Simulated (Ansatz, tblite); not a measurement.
# The cluster Zr₆H₁₆O₂₀: a ladder of methods and basis sets

One table from this session's results is given with a row withheld; the runs are named, their logs left out.

Computed with Ansatz 0.2.0, Gaussian basis. Level: as each input shows.

The runs, in order: GFN1-xTB, GFN2-xTB, PBE-D4/def2-SVP, r2SCAN-D4/def2-SVP, r2SCANh-D4/def2-SVP, ωB97X-V/def2-SVP, BLYP-D4/def2-SVP, LC-ωPBE(0.10)/def2-SVP, LC-ωPBE(0.15)/def2-SVP, LC-ωPBE(0.20)/def2-SVP, LC-ωPBE(0.30)/def2-SVP, PBE0-D4/def2-TZVP, PBE-D4/def2-TZVP, MP2/def2-SVP, RPA/def2-SVP.

6 further runs of the same task are left out: 1 for a known fault of the program, 1 that didn't finish, 4 set aside as unsound or not needed.

### The geometry

The singlet was relaxed beforehand with PBE-D4/def2-SVP.

42 atoms, charge 0, spin multiplicity 1.

Bond lengths: Zr1–O13 2.124 Å, Zr1–O15 2.257 Å, Zr1–O21 1.935 Å, Zr1–O23 2.057 Å, Zr1–O24 1.987 Å, Zr2–O7 2.004 Å, Zr2–O8 2.090 Å, Zr2–O10 2.174 Å, Zr2–O12 2.434 Å, Zr2–O13 2.286 Å, Zr2–O14 2.100 Å, Zr2–O19 2.227 Å, Zr3–O9 2.009 Å, Zr3–O10 2.160 Å, Zr3–O12 2.307 Å, Zr3–O17 2.014 Å, Zr3–O18 2.191 Å, Zr3–O19 2.271 Å and more. Angles: O13–Zr1–O15 77.7°, O13–Zr1–O21 111.6°, O13–Zr1–O23 127.3°, O13–Zr1–O24 94.1°, O15–Zr1–O21 101.0°, O15–Zr1–O23 72.9°, O15–Zr1–O24 151.4°, O21–Zr1–O23 116.3°, O21–Zr1–O24 107.5°, O23–Zr1–O24 91.7°, O7–Zr2–O8 80.2°, O7–Zr2–O10 86.9°, O7–Zr2–O12 82.0°, O7–Zr2–O13 139.8°, O7–Zr2–O14 105.6°, O7–Zr2–O19 142.2°, O8–Zr2–O10 125.1°, O8–Zr2–O12 153.5° and more.

Zr takes a core potential in the def2 sets. No spin-orbit coupling is included.

PBE0-D4/def2-SVP was run before; its log isn't repeated, and its numbers join the tables.

The first run:

Tight binding, by tblite at 300 K electronic temperature and without a spin-polarisation term:

```python
tblite.interface.Calculator('GFN1-xTB', numbers, positions, charge=0, uhf=0).singlepoint()
```

Tight binding, by tblite at 300 K electronic temperature and without a spin-polarisation term:

```python
tblite.interface.Calculator('GFN2-xTB', numbers, positions, charge=0, uhf=0).singlepoint()
```

start.molden holds the orbitals of an earlier run on this state, given as this run's starting guess.

in.yaml reads:

```yaml
crystal:
  periodic: [false, false, false]
  atoms:
    - {symbol: Zr, position_ang: [0.864888, 2.247569, -1.837826]}
    - {symbol: Zr, position_ang: [-1.822414, -0.060727, -0.739385]}
    - {symbol: Zr, position_ang: [0.055774, -2.760047, -0.066759]}
    - {symbol: Zr, position_ang: [-0.596094, 3.141842, 0.894854]}
    - {symbol: Zr, position_ang: [2.500167, -0.510835, -0.350551]}
    - {symbol: Zr, position_ang: [0.161663, 0.035535, 1.882550]}
    - {symbol: O, position_ang: [-3.695016, -0.684306, -0.390083]}
    - {symbol: O, position_ang: [-2.884928, 1.411597, -1.773999]}
    - {symbol: O, position_ang: [0.015564, -4.496051, -1.076789]}
    - {symbol: O, position_ang: [-1.420934, -2.064383, -1.481192]}
    - {symbol: O, position_ang: [-0.032029, -0.683014, 3.703245]}
    - {symbol: O, position_ang: [-1.359445, -1.452761, 1.202404]}
    - {symbol: O, position_ang: [-0.553522, 0.787158, -2.441998]}
    - {symbol: O, position_ang: [-1.345714, 1.213830, 0.860013]}
    - {symbol: O, position_ang: [-1.080480, 3.149477, -1.134107]}
    - {symbol: O, position_ang: [0.134167, 2.087257, 2.646678]}
    - {symbol: O, position_ang: [-0.287922, -3.929400, 1.535950]}
    - {symbol: O, position_ang: [1.898011, -2.385008, -1.191383]}
    - {symbol: O, position_ang: [0.302961, -0.509926, -0.247212]}
    - {symbol: O, position_ang: [1.496766, -1.754560, 1.433324]}
    - {symbol: O, position_ang: [1.321609, 3.442251, -3.289948]}
    - {symbol: O, position_ang: [4.384263, -0.971142, -0.170056]}
    - {symbol: O, position_ang: [1.182341, 2.963355, 0.063992]}
    - {symbol: O, position_ang: [2.346961, 0.936871, -1.654330]}
    - {symbol: O, position_ang: [-1.242069, 4.819522, 1.651315]}
    - {symbol: O, position_ang: [2.133996, 0.767209, 1.318520]}
    - {symbol: H, position_ang: [-3.922870, -1.408606, 0.216114]}
    - {symbol: H, position_ang: [-3.834472, 1.374576, -1.549252]}
    - {symbol: H, position_ang: [0.104068, -4.555675, -2.043371]}
    - {symbol: H, position_ang: [-2.152756, -2.636807, -1.770738]}
    - {symbol: H, position_ang: [-0.121386, -1.567021, 4.094191]}
    - {symbol: H, position_ang: [-1.905715, -1.934036, 1.850836]}
    - {symbol: H, position_ang: [-1.267489, 1.142178, -3.014850]}
    - {symbol: H, position_ang: [-1.925505, 2.677518, -1.453726]}
    - {symbol: H, position_ang: [0.806622, 2.376137, 3.289535]}
    - {symbol: H, position_ang: [-0.313630, -4.870423, 1.276758]}
    - {symbol: H, position_ang: [2.503563, -3.109521, -1.424415]}
    - {symbol: H, position_ang: [1.877270, -2.288425, 2.154431]}
    - {symbol: H, position_ang: [1.936265, 3.873246, -3.899897]}
    - {symbol: H, position_ang: [5.314816, -1.187355, -0.029366]}
    - {symbol: H, position_ang: [-1.610235, 5.658575, 1.956744]}
    - {symbol: H, position_ang: [2.032906, 1.714346, 0.999789]}
basis:
  gaussian: {orbitals: def2-SVP, fitting: {mean_field: def2-universal-jkfit}, initial_orbitals: start.molden}
hamiltonian: {xc: pbe, dispersion: d4}
scf: {omitted_lower_state_checks: [starts]}
output: {orbitals: {seedname: orbitals}}
```

On the command line:

```
$ ansatz run in.yaml --threads 2 --pin off --events-out ev --progress --plain --max-ram 22528MiB --backend cuda --devices 0, --max-vram 18GiB
```

Steps of the session up to this table: PBE-D4/def2-SVP; r2SCAN-D4/def2-SVP; r2SCANh-D4/def2-SVP; ωB97X-V/def2-SVP; BLYP-D4/def2-SVP; LC-ωPBE(0.10)/def2-SVP; LC-ωPBE(0.15)/def2-SVP; LC-ωPBE(0.20)/def2-SVP; LC-ωPBE(0.30)/def2-SVP; PBE0-D4/def2-TZVP; PBE-D4/def2-TZVP; MP2/def2-SVP; RPA/def2-SVP.

One of the session's tables, all rows but one given; the rest of the session is left out.

It belongs to the step «Binding energy». 

```
            level  binding an atom (eV)
      HF/def2-SVP                 3.484
 BLYP-D4/def2-SVP                 5.158
 PBE0-D4/def2-SVP                 5.032
PBE0-D4/def2-TZVP                 4.938
 ωB97X-V/def2-SVP                     ?
     MP2/def2-SVP                 5.027
```

Q: Estimate the row for ωB97X-V/def2-SVP from the others.

The run gave: binding an atom (eV): 5.128. In the column «binding an atom (eV)» it lies between PBE0-D4/def2-SVP (5.032) and BLYP-D4/def2-SVP (5.158).

Caveats from the session: Free atoms were run apart at each level; binding is atoms less cluster, divided by the number of atoms, without zero-point or spin-orbit terms.
